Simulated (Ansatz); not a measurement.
# CH4BrClZn: the cost of one run

Program: Ansatz 0.2.0. Level of theory: RKS PBE0-D4/def2-SVP. These are calculated values, not measurements.

## (1) The structure to begin with

Bond lengths: Zn1–Br2 2.826 Å, Zn1–Cl3 2.115 Å, Zn1–C5 2.308 Å, C5–H6 1.092 Å, C5–H7 1.095 Å, C5–H8 1.086 Å. Angles: Br2–Zn1–Cl3 162.9°, Br2–Zn1–C5 79.2°, Cl3–Zn1–C5 115.5°, Zn1–C5–H6 76.4°, Zn1–C5–H7 74.0°, Zn1–C5–H8 176.2°, H6–C5–H7 114.7°, H6–C5–H8 106.7°, H7–C5–H8 106.2°.

As a file:

```xyz
8

Zn   -0.8888   -0.1662   -1.0948
Br   -0.3329   -2.7431   -0.0779
Cl   -1.8547    1.4876   -1.9914
H     0.4514   -1.0294    0.5945
C     0.5923    0.3466    0.5997
H    -0.3280    0.8504    0.9026
H     1.0427    0.7311   -0.3210
H     1.3181    0.5230    1.3882
```

## (2) A restrained relaxation towards end A

Springs on the bonds that form and break draw the guess towards this end; the thresholds are loose.

input.yaml

```yaml
crystal:
  periodic: [false, false, false]
  atoms:
    - { symbol: Zn, position_ang: [-0.8888, -0.1662, -1.0948] }
    - { symbol: Br, position_ang: [-0.3329, -2.7431, -0.0779] }
    - { symbol: Cl, position_ang: [-1.8547, 1.4876, -1.9914] }
    - { symbol: H, position_ang: [0.4514, -1.0294, 0.5945] }
    - { symbol: C, position_ang: [0.5923, 0.3466, 0.5997] }
    - { symbol: H, position_ang: [-0.328, 0.8504, 0.9026] }
    - { symbol: H, position_ang: [1.0427, 0.7311, -0.321] }
    - { symbol: H, position_ang: [1.3181, 0.523, 1.3882] }
basis:
  gaussian: { orbitals: def2-SVP }
hamiltonian:
  xc: pbe0
  dispersion: d4
relax:
  f_tol: 0.15
  max_steps: 25
  restrain:
    - { distance: [0, 4], at: 3.28, k: 30.0 }
    - { distance: [3, 1], at: 2.81, k: 30.0 }
    - { distance: [0, 1], at: 2.42, k: 30.0 }
    - { distance: [3, 4], at: 1.07, k: 30.0 }
```

The run is started by

```
> ansatz run input.yaml --threads 2 --pin off --max-ram 3072MiB --backend cpu --events-out ev --progress --plain --runs-dir out
```

What time and memory should one allow on 2 threads of Arm Neoverse N1, shared host?

About 70 s, with a peak of 0.31 GiB.
